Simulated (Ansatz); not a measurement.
# Ca2Si3: the cost of one run

Computed with Ansatz 0.2.0 (DFT PBEsol, scalar-relativistic, plane waves, PAW, unless a step's input says otherwise).

5 further runs of the same task are left out: 5 set aside as unsound or not needed.

## Step 1: The starting structure

It takes space group Fd-3m (No. 227, cubic). The conventional cell has a = 5.433 Å, b = 5.433 Å, c = 5.433 Å, α = 90.00°, β = 90.00°, γ = 90.00°. Si (site symmetry -43m) has 4 Si at 2.35 Å as nearest neighbours.

Coordinates:

```cif
data_structure
_symmetry_space_group_name_H-M 'P 1'
_symmetry_Int_Tables_number 1
_cell_length_a 3.8417
_cell_length_b 3.8417
_cell_length_c 3.8417
_cell_angle_alpha 60.000
_cell_angle_beta 60.000
_cell_angle_gamma 60.000
_cell_volume 40.09
loop_
_atom_site_label
_atom_site_type_symbol
_atom_site_fract_x
_atom_site_fract_y
_atom_site_fract_z
_atom_site_occupancy
Si1 Si 0.50000 0.50000 0.50000 1
Si2 Si 0.75000 0.75000 0.75000 1
```

This cell was relaxed beforehand with the same method: volume 20.05 Å³/atom, gap on the mesh 0.46 eV.

## Step 2: The interface cell

4 atoms of Ca (001) lie on 6 atoms of Si (111), with vacuum above and below. The planes that meet are Si and Ca. The film is shifted by (0.5, 0.5) of the plane's vectors.

The stack as built. Layers, bottom to top:

```
plane  atoms per cell  height over the lowest (Å)
    1              Si                        0.00
    2              Si                        0.78
    3              Si                        3.14
    4              Si                        3.92
    5              Si                        6.27
    6              Si                        7.06
    7              Ca                        9.28
    8              Ca                       12.46
    9              Ca                       15.64
   10              Ca                       18.82
```

## Step 3: The interface relaxed

input.yaml reads:

```yaml
crystal:
  lattice:
    - [3.8417168283, 0.0, 0.0]
    - [-1.9208584142, 3.3270243675, 0.0]
    - [0.0, 0.0, 33.8234427866]
  atoms:
    - { symbol: Si, position: [0.3333333333, 0.6666666667, 0.2217396983] }
    - { symbol: Si, position: [0.0, 0.0, 0.2449244217] }
    - { symbol: Si, position: [0.0, 0.0, 0.3144785917] }
    - { symbol: Si, position: [0.6666666667, 0.3333333333, 0.3376633151] }
    - { symbol: Si, position: [0.6666666667, 0.3333333333, 0.4072174851] }
    - { symbol: Si, position: [0.3333333333, 0.6666666667, 0.4304022085] }
    - { symbol: Ca, position: [0.8333333333, 0.1666666667, 0.4960371592] }
    - { symbol: Ca, position: [0.5, 0.5, 0.59011154] }
    - { symbol: Ca, position: [0.8333333333, 0.1666666667, 0.6841859208] }
    - { symbol: Ca, position: [0.5, 0.5, 0.7782603017] }
basis:
  ecutwfc: 420
kpoints:
  mp_grid: { grid: [9, 9, 1] }
hamiltonian:
  xc: pbesol
scf:
  occupations: { method: gaussian, width: 0.1 }
output:
  forces: true
  eigenvalues: true
  populations: true
  write_density: true
  write_potential: true
  elf: true
  volumetric_format: npy
relax:
  adjacent_minimum: "off"
  f_tol: 0.03
  max_steps: 70
efield:
  axis: 3
  dipole_correction: true
  ramp_width: 0.04
```

Command:

```bash
$ ansatz run input.yaml --threads 2 --pin off --max-ram 5120MiB --backend cpu --events-out ev --progress --plain --runs-dir out
```

What time and memory should one allow on 2 threads of Arm Neoverse V1, shared host?

About 6.7 min, with a peak of 0.79 GiB.
